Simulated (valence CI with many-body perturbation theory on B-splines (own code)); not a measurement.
# Levels and ionisation energy of Ni²¹⁺

Aim: the low levels of Ni²¹⁺, its ionisation energy, and how pure its levels are, set against NIST.

Method: configuration interaction of the valence electrons, many-body perturbation theory for a frozen closed Dirac-Fock core, no-pair Dirac Hamiltonian, B-spline basis. Code: an in-house CI+MBPT code version 3.

## 1. What is computed

```
element                                      : nickel (Z = 28, A = 58)
charge                                       : +21
frozen core                                  : [He]
start configuration of the valence electrons : 2s2 2p3
nuclear rms radius                           : 3.7757 fm
```

## 2. The calculation

Settings of the run:

```ini
atom Ni  Z=28  mass_number=58  rms_radius_fm=3.7757
core [He]
valence 2s2 2p3
avg = 1
basis = M
breit = 1
cap = 40000
capref = 1200
cscale = 1
de = 0.0
dress = 0
eps = 2e-08
h = 0.27
hh = 1
l2 = 3
lcore = 6
maxit = 60
n2 = 5
natural = 1
nlev = 45
nno = [5, 5, 5, 4, 2, 1]
nroot = 26
nsp = [4, 4, 3, 2, 1, 0]
pt2 = 1
qed = 1
rpa = 1
s1 = 1
s2 = 1
s3 = 1
screen = 1
tol = 2e-05
```

On the command line:

```bash
> python run_cv.py task.json out
```

task.json holds these settings.

The program printed:

```text
rmax 3.8 intervals 59 orbitals 63 references ['2s2 2p3', '2s 2p4', '2p5'] scf 4
2J=0 par=0 roots 2 ref 28 generators 4 cand 3355/4621 P 2269/3162 nnz 1.3e+06 it 5
2J=0 par=0 roots 2 ref 28 generators 8 cand 5476/8552 P 2985/4205 nnz 1.8e+06 it 5
   second order: generators 18 cand 18988/33331 e2 -0.00004 -0.00003
2J=2 par=0 roots 2 ref 58 generators 2 cand 3981/11504 P 1329/3999 nnz 2.5e+06 it 5
2J=2 par=0 roots 2 ref 58 generators 7 cand 9133/30923 P 2751/9124 nnz 1.1e+07 it 5
   second order: generators 21 cand 26530/104567 e2 -0.00009 -0.00006
reference levels 581, estimated 452, window 9174838 1/cm; series limit 12888302, core excitation 61219004
2J=3 par=1 roots 17 ref 87 generators 23 cand 28497/213610 P 2022/7998 nnz 5e+06 it 9
2J=3 par=1 roots 17 ref 87 generators 29 cand 39315/346161 P 7158/40000 nnz 8.3e+07 it 10
   second order: generators 79 cand 99087/1005350 e2 -0.01127 -0.00079
2J=5 par=1 roots 10 ref 72 generators 18 cand 29112/257244 P 1888/7985 nnz 5.5e+06 it 9
2J=5 par=1 roots 10 ref 72 generators 22 cand 37497/359271 P 6247/39989 nnz 8.8e+07 it 9
   second order: generators 53 cand 77290/935615 e2 -0.01078 -0.00112
2J=1 par=1 roots 11 ref 58 generators 21 cand 25573/120521 P 2717/7999 nnz 4.2e+06 it 8
2J=1 par=1 roots 11 ref 58 generators 28 cand 36617/190248 P 9863/39997 nnz 7.1e+07 it 9
   second order: generators 71 cand 82126/534597 e2 -0.00216 -0.00021
2J=5 par=0 roots 15 ref 79 generators 22 cand 29954/260026 P 1965/7998 nnz 5.7e+06 it 8
2J=5 par=0 roots 15 ref 79 generators 34 cand 48598/562355 P 6437/39990 nnz 8.6e+07 it 9
   second order: generators 91 cand 118522/1644705 e2 -0.00880 -0.00266
2J=3 par=0 roots 17 ref 86 generators 22 cand 29277/215704 P 1914/8000 nnz 5.6e+06 it 8
2J=3 par=0 roots 17 ref 86 generators 36 cand 51766/511800 P 6850/39992 nnz 8.2e+07 it 9
   second order: generators 99 cand 127830/1436739 e2 -0.00952 -0.00151
2J=1 par=0 roots 13 ref 59 generators 23 cand 26314/121779 P 2807/7994 nnz 4.5e+06 it 10
2J=1 par=0 roots 13 ref 59 generators 30 cand 35939/182135 P 9968/40000 nnz 7e+07 it 9
   second order: generators 78 cand 97523/611432 e2 -0.00258 -0.00029
2J=7 par=1 roots 4 ref 44 generators 11 cand 23232/224246 P 1822/7977 nnz 5.6e+06 it 5
2J=7 par=1 roots 4 ref 44 generators 15 cand 31468/354627 P 5901/39985 nnz 9.5e+07 it 7
   second order: generators 31 cand 64364/885689 e2 -0.00466 -0.00134
2J=7 par=0 roots 7 ref 46 generators 12 cand 24027/226706 P 1825/7982 nnz 5.6e+06 it 7
2J=7 par=0 roots 7 ref 46 generators 18 cand 37241/486929 P 5762/39999 nnz 9.7e+07 it 10
   second order: generators 49 cand 86526/1338128 e2 -0.00620 -0.00222
2J=9 par=0 roots 3 ref 22 generators 5 cand 13572/126102 P 1809/7994 nnz 6.2e+06 it 5
2J=9 par=0 roots 3 ref 22 generators 7 cand 17979/207900 P 5440/39981 nnz 1.2e+08 it 7
   second order: generators 28 cand 62583/974638 e2 -0.00077 -0.00057
2J=9 par=1 roots 1 ref 17 generators 3 cand 8652/81565 P 1469/7997 nnz 7.8e+06 it 4
2J=9 par=1 roots 1 ref 17 generators 3 cand 7864/76083 P 4198/34531 nnz 1.2e+08 it 5
   second order: generators 11 cand 27000/345013 e2 -0.00019 -0.00019
2J=11 par=1 roots 1 ref 4 generators 1 cand 5490/57349 P 1539/7994 nnz 7.8e+06 it 5
2J=11 par=1 roots 1 ref 4 generators 3 cand 12714/164705 P 3720/29456 nnz 9.9e+07 it 5
   second order: generators 11 cand 32193/415375 e2 -0.00017 -0.00017
left out: unestimated 11793403, estimated 9648530, shifts from estimates -707 to 609
```

It took 4.7 min on 1 thread of Arm Neoverse V1, shared host; peak memory 1.4 GiB.

In the log, the blocks before «reference levels» are the next ion; each later block is one J and parity (par 1 is odd): roots sought, reference size, generators, candidates and the variational space P (configurations/state functions), Hamiltonian entries, Davidson iterations; e2 is the second-order remainder in hartree. Σ1, Σ2 and Σ3 are the one-, two- and three-electron terms by which the core's correlation enters. In the settings nsp and nno count spectroscopic and correlating orbitals by l, and s1, s2, s3 switch or scale the Σ terms.

## 3. Energy levels

The computed levels (result record; ° odd parity; named by the leading configuration and LS term). The first 32 of 90 are listed.

```tsv
#	level	configuration weight	term weight	energy (eV)	g	lifetime (s)
0	2s2 2p3 ⁴S° 3/2	1.00	0.80	0.00	1.842	-
1	2s2 2p3 ²D° 3/2	1.00	0.70	19.57	1.051	2.49e-05
2	2s2 2p3 ²D° 5/2	1.00	1.00	26.00	1.196	1.83e-04
3	2s2 2p3 ²P° 1/2	0.98	1.00	37.58	0.660	1.18e-05
4	2s2 2p3 ²P° 3/2	0.99	0.69	49.65	1.230	5.02e-06
5	2s 2p4 ⁴P 5/2	1.00	0.96	105.16	1.579	6.69e-11
6	2s 2p4 ⁴P 3/2	1.00	0.97	116.91	1.705	4.51e-11
7	2s 2p4 ⁴P 1/2	1.00	0.92	120.01	2.610	3.97e-11
8	2s 2p4 ²D 3/2	1.00	0.89	145.89	0.864	1.83e-11
9	2s 2p4 ²D 5/2	1.00	0.96	149.26	1.213	2.42e-11
10	2s 2p4 ²S 1/2	1.00	0.65	166.81	1.649	1.02e-11
11	2s 2p4 ²P 3/2	1.00	0.91	173.55	1.286	6.71e-12
12	2s 2p4 ²P 1/2	1.00	0.71	190.59	1.066	7.29e-12
13	2p5 ²P° 3/2	0.98	1.00	271.67	1.330	8.73e-12
14	2p5 ²P° 1/2	0.98	1.00	290.32	0.660	7.80e-12
15	2s2 2p2 3s ⁴P 1/2	0.98	0.73	1056.9	2.274	4.39e-13
16	2s2 2p2 3s ⁴P 3/2	0.98	0.93	1069.4	1.702	5.36e-13
17	2s2 2p2 3s ²P 1/2	0.98	0.79	1073.2	1.071	2.22e-13
18	2s2 2p2 3s ⁴P 5/2	0.98	0.73	1075.7	1.489	4.80e-13
19	2s2 2p2 3s ²P 3/2	0.98	0.59	1079.5	1.133	2.29e-13
20	2s2 2p2 3p ⁴D° 1/2	0.98	0.52	1084.4	0.714	3.59e-11
21	2s2 2p2 3p ⁴D° 3/2	0.97	0.53	1091.9	1.335	2.18e-11
22	2s2 2p2 3p ²S° 1/2	0.98	0.40	1096.5	1.471	4.03e-11
23	2s2 2p2 3s ²D 5/2	0.98	0.73	1096.6	1.305	3.47e-13
24	2s2 2p2 3s ²D 3/2	0.98	0.61	1098.4	1.020	2.62e-13
25	2s2 2p2 3p ⁴D° 3/2	0.98	0.38	1100.2	1.226	2.28e-11
26	2s2 2p2 3p ⁴D° 5/2	0.98	0.86	1102.8	1.366	5.51e-11
27	2s2 2p2 3p ⁴P° 1/2	0.98	0.61	1104.6	2.160	1.75e-11
28	2s2 2p2 3p ²D° 5/2	0.97	0.44	1104.8	1.338	1.94e-11
29	2s2 2p2 3p ²D° 3/2	0.97	0.58	1107.2	1.198	1.12e-11
30	2s2 2p2 3p ⁴D° 7/2	0.98	0.76	1109.3	1.356	6.13e-11
31	2s2 2p2 3p ⁴S° 3/2	0.91	0.62	1111.9	1.777	2.28e-12
```

## 4. What each term adds

The same run repeats the diagonalisation with simpler Hamiltonians; each column adds a term to the one before, and the last is the full result. Excitation energies in eV:

```tsv
level	valence CI alone	+ Σ1	+ Σ2	+ Σ3	+ Breit	full, with QED
2s2 2p3 ²D° 3/2	19.53	19.54	19.58	19.54	19.55	19.57
2s2 2p3 ²D° 5/2	26.58	26.60	26.63	26.59	25.97	26.00
2s2 2p3 ²P° 1/2	37.64	37.65	37.75	37.69	37.57	37.58
2s2 2p3 ²P° 3/2	50.22	50.25	50.33	50.28	49.59	49.65
2s 2p4 ⁴P 5/2	106.00	105.85	105.74	105.70	105.69	105.16
2s 2p4 ⁴P 3/2	117.77	117.63	117.53	117.48	117.41	116.91
2s 2p4 ⁴P 1/2	120.83	120.68	120.60	120.54	120.51	120.01
2s 2p4 ²D 3/2	146.85	146.70	146.53	146.41	146.41	145.89
ionisation energy (eV)	1879.63	1879.90	1879.95	1879.84	1879.40	1879.39
```

## 5. A choice of lines

Listed are the E1 lines of largest gf, the fastest ones to the lowest level and a few forbidden lines. Rates are at computed energies, electric ones in the length gauge, E1 and E2 with static core polarisation; wavelengths are in vacuum.

```tsv
upper	lower	type	λ (nm)	A (1/s)	branching
57: 2s2 2p2 3d ⁴P 1/2	0: 2s2 2p3 ⁴S° 3/2	E1	1.078	2.35e+13	0.88
56: 2s2 2p2 3d ⁴P 3/2	0: 2s2 2p3 ⁴S° 3/2	E1	1.079	2.71e+13	0.93
69: 2s2 2p2 3d ²D 5/2	1: 2s2 2p3 ²D° 3/2	E1	1.080	1.15e+13	0.42
68: 2s2 2p2 3d ²D 3/2	1: 2s2 2p3 ²D° 3/2	E1	1.080	1.59e+13	0.67
54: 2s2 2p2 3d ⁴D 5/2	0: 2s2 2p3 ⁴S° 3/2	E1	1.080	1.60e+13	0.78
74: 2s2 2p2 3d ²F 7/2	2: 2s2 2p3 ²D° 5/2	E1	1.083	3.34e+13	1.00
50: 2s2 2p2 3d ²F 5/2	0: 2s2 2p3 ⁴S° 3/2	E1	1.085	7.93e+12	0.57
69: 2s2 2p2 3d ²D 5/2	2: 2s2 2p3 ²D° 5/2	E1	1.086	1.47e+13	0.54
61: 2s2 2p2 3d ²D 5/2	1: 2s2 2p3 ²D° 3/2	E1	1.092	2.52e+13	0.74
60: 2s2 2p2 3d ²F 7/2	2: 2s2 2p3 ²D° 5/2	E1	1.100	1.45e+13	1.00
81: 2s2 2p2 3d ²D 5/2	4: 2s2 2p3 ²P° 3/2	E1	1.101	2.29e+13	0.87
80: 2s2 2p2 3d ²P 3/2	4: 2s2 2p3 ²P° 3/2	E1	1.101	2.14e+13	0.83
62: 2s2 2p2 3d ²D 3/2	3: 2s2 2p3 ²P° 1/2	E1	1.110	1.49e+13	0.84
1: 2s2 2p3 ²D° 3/2	0: 2s2 2p3 ⁴S° 3/2	M1	63.37	4.01e+04	1.00
3: 2s2 2p3 ²P° 1/2	1: 2s2 2p3 ²D° 3/2	M1	68.81	9.06e+03	0.11
4: 2s2 2p3 ²P° 3/2	3: 2s2 2p3 ²P° 1/2	M1	102.8	5.68e+03	0.03
2: 2s2 2p3 ²D° 5/2	1: 2s2 2p3 ²D° 3/2	M1	192.8	1.06e+03	0.19
```

## 6. Summary of results

| quantity | computed | tabulated |
| --- | --- | --- |
| lowest level | 2s2 2p3 ⁴S° 3/2 | 2s2 2p3 ⁴S°3/2 |
| first excitation | 2s2 2p3 ²D° 3/2, 19.57 eV | - |
| ionisation energy, to 2s2 2p2 ³P J = 0 | 1879.4 eV | 1880 ± 5 eV (semi-empirical) |
| dipole polarisability of the lowest level | 0.007873 bohr³ | - |
| hyperfine A/(μ/I) of the lowest level | 10910 MHz | - |
| no level missing from the run's list below | 1195.0 eV | - |

**Reading.** The ionisation energy is 0.6 eV (0.03 %) below the NIST entry, whose uncertainty is 5 eV. Of the added terms Breit moves the ionisation energy most, by -0.441 eV. The lowest level is 100 % 2s2 2p3. Cautions: intervals between levels of different J carry noise of about a tenth of the second-order remainder, tens of cm⁻¹ or more; by estimate levels hold to under 0.1 % in light ions and to 0.1 to 0.5 % in heavy ones.
